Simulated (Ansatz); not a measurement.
Run this with the Python package of Ansatz (0.2.0) and show what comes out.

`ch4fisi_torsion.py`:
```python
"""Energy of CH4FISi as one group turns about a bond."""

import warnings

import ansatz as az
from ase import Atoms

config = {
    "basis_set": "def2-SVP",
    "functional": "hf",
    "force_tol": 0.02,
}

warnings.simplefilter("ignore", az.DeckWarning)

atoms = Atoms(["F", "C", "Si", "I", "H", "H", "H", "H"], positions=[
    [0.0518, 1.8494, 0.0632],
    [0.2141, 0.7002, 0.6778],
    [-0.0139, -0.6811, -0.5279],
    [-2.2286, -0.8013, -1.3084],
    [-0.4854, 0.6308, 1.4944],
    [1.2285, 0.7498, 1.0938],
    [0.3665, -1.9762, 0.1474],
    [0.959, -0.5287, -1.6961],
])

# relax first, so that the scan starts from a minimum
first = (
    az.Crystal.molecule_from_ase(atoms).calculation()
    .basis(gaussian=config["basis_set"])
    .functional(config["functional"])
    .relax(force_tolerance=config["force_tol"], max_steps=80)
)
atoms.positions = first.run(threads=1, pin="off").report["positions_ang"]

start = atoms.get_dihedral(3, 2, 1, 0)
energies = {}
for turn in range(0, 360, 30):
    turned = atoms.copy()
    turned.set_dihedral(3, 2, 1, 0, start + turn, indices=[0, 1, 4, 5])
    model = (
        az.Crystal.molecule_from_ase(turned).calculation()
        .basis(gaussian=config["basis_set"])
        .functional(config["functional"])
    )
    energies[round((start + turn) % 360)] = model.run(threads=1, pin="off").report["free_energy_ev"]
floor = min(energies.values())
print("dihedral I3-Si2-C1-F0 (deg)   E - E(min) (kcal/mol)")
for angle, e in sorted(energies.items()):
    print(f"{angle:8d} {23.060548 * (e - floor):14.3f}  " + "#" * int(30 * (e - floor) / max(max(energies.values()) - floor, 1e-9)))
```

```console
$ python ch4fisi_torsion.py
dihedral I3-Si2-C1-F0 (deg)   E - E(min) (kcal/mol)
      25          2.926  ######################
      55          0.945  #######
      85          1.358  ##########
     115          2.526  ###################
     145          1.482  ###########
     175          0.000
     205          0.873  ######
     235          2.383  ##################
     265          1.660  ############
     295          0.564  ####
     325          1.980  ###############
     355          3.952  ##############################
```

What to keep in mind:
- The scan is rigid and the energies are electronic, in a modest basis. With rigid groups the curve can differ much from the relaxed path, the start wasn't checked as a minimum of this torsion, and equivalent turns needn't return to the same energy.
- def2 sets replace the cores of elements past krypton by effective core potentials.
- Run time: 28 s on 1 thread of Arm Neoverse V2 (shared host), peak memory 0.26 GiB.
